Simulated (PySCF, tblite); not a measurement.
# C6H13ClOSi: geometry, infrared bands and NMR shifts

Aim: predict the infrared bands and NMR shifts of C6H13ClOSi (`C=C(C)[Si@@H](Cl)[C@H](C)OC`).

Programs: tblite 0.8.0 and PySCF 2.14.0, with density-fitted response routines of our own. Each step states its level of theory. These are calculated values for one molecule in the gas phase, unless marked as measured. Atoms are numbered from 0 throughout.

### 1 The starting structure

22 atoms, charge 0, multiplicity 1; geometry from: force field or distance geometry start.

Bonds of the start (Å): C0–C1 1.33, C1–C2 1.50, C1–Si3 1.84, Si3–Cl4 2.07, Si3–C5 1.86, C5–C6 1.51, C5–O7 1.36, O7–C8 1.39, C0–H9 1.11, C0–H10 1.08, C2–H11 1.12, C2–H12 1.10, C2–H13 1.10, Si3–H14 1.48, C5–H15 1.10, C6–H16 1.09, C6–H17 1.10, C6–H18 1.11, C8–H19 1.09, C8–H20 1.12, C8–H21 1.12.

### 2 Optimising the geometry with GFN2-xTB

What the job is given:

```
{"job": {"kind": "relax", "xc": "GFN2-xTB", "basis": "xTB"}, "charge": 0, "multiplicity": 1}
C      0.500300    -2.004400     0.576800
C      1.405500    -1.042500     0.433000
C      2.823800    -1.386000     0.769000
Si     1.017100     0.665600    -0.131300
Cl     1.777700     0.844600    -2.047000
C     -0.810300     0.988900    -0.193300
C     -1.459700     0.984700     1.165600
O     -1.487700     0.109000    -0.980200
C     -2.162300     0.719800    -2.033500
H     -0.536800    -1.708600     0.332000
H      0.718700    -3.010800     0.909800
H      3.052100    -0.989100     1.794800
H      2.928400    -2.484400     0.815800
H      3.486100    -0.904900     0.034900
H      1.722000     1.604700     0.762800
H     -0.960100     2.013300    -0.578500
H     -1.164800     0.115400     1.761900
H     -2.545600     1.053900     1.013600
H     -1.151800     1.906000     1.709100
H     -1.514100     1.273200    -2.712800
H     -2.678500    -0.101300    -2.597300
H     -2.970200     1.372400    -1.607700
```

Launch:

```
$ OMP_NUM_THREADS=1 python probes_run.py task.json out
```

This one command runs all jobs of the session in turn.

**Question.** This job is followed by: GFN2-xTB harmonic vibrations, gas phase; GIAO PBE0/pcSseg-1 NMR shielding, non-relativistic, gas phase. Predict these results of the whole session: strongest single infrared mode (GFN2-xTB); zero-point energy (GFN2-xTB); 13C shifts against TMS (PBE0/pcSseg-1); 1H shifts against TMS (PBE0/pcSseg-1, means over atoms taken as alike); 29Si shifts against TMS (PBE0/pcSseg-1); 35Cl shifts against HCl (PBE0/pcSseg-1); 17O shifts against H2O (PBE0/pcSseg-1).

The runs gave:

```
                                                              quantity                                         value
                             strongest single infrared mode (GFN2-xTB)                         2187 cm⁻¹, 255 km/mol
                                          zero-point energy (GFN2-xTB)                                110.0 kcal/mol
                                13C shifts against TMS (PBE0/pcSseg-1)      147.8, 139.1, 77.5, 59.8, 26.6, 14.0 ppm
1H shifts against TMS (PBE0/pcSseg-1, means over atoms taken as alike)  6.31, 6.20, 4.97, 3.57, 3.27, 2.01, 1.31 ppm
                               29Si shifts against TMS (PBE0/pcSseg-1)                                      -9.3 ppm
                               35Cl shifts against HCl (PBE0/pcSseg-1)                                       -32 ppm
                                17O shifts against H2O (PBE0/pcSseg-1)                                      23.4 ppm
```

What this shows: Relaxing lowered the energy by 0.492 eV in 122 steps; the close pair that moved most is Si3–C5, from 1.857 to 1.918 Å. All 60 modes are real, so the xTB geometry is a minimum. The strongest single mode, at 2187 cm⁻¹, moves mainly H14. Unscaled tight-binding wavenumbers are off by several per cent, some by more. Its intensities can rank the bands wrongly. C1 (fully substituted alkene carbon) lies farthest downfield among carbon, at 147.8 ppm; as expected for a trigonal carbon in a double bond. At PBE0/pcSseg-1: The largest span, 246 ppm, is at C1, where the paramagnetic term is -226 ppm.
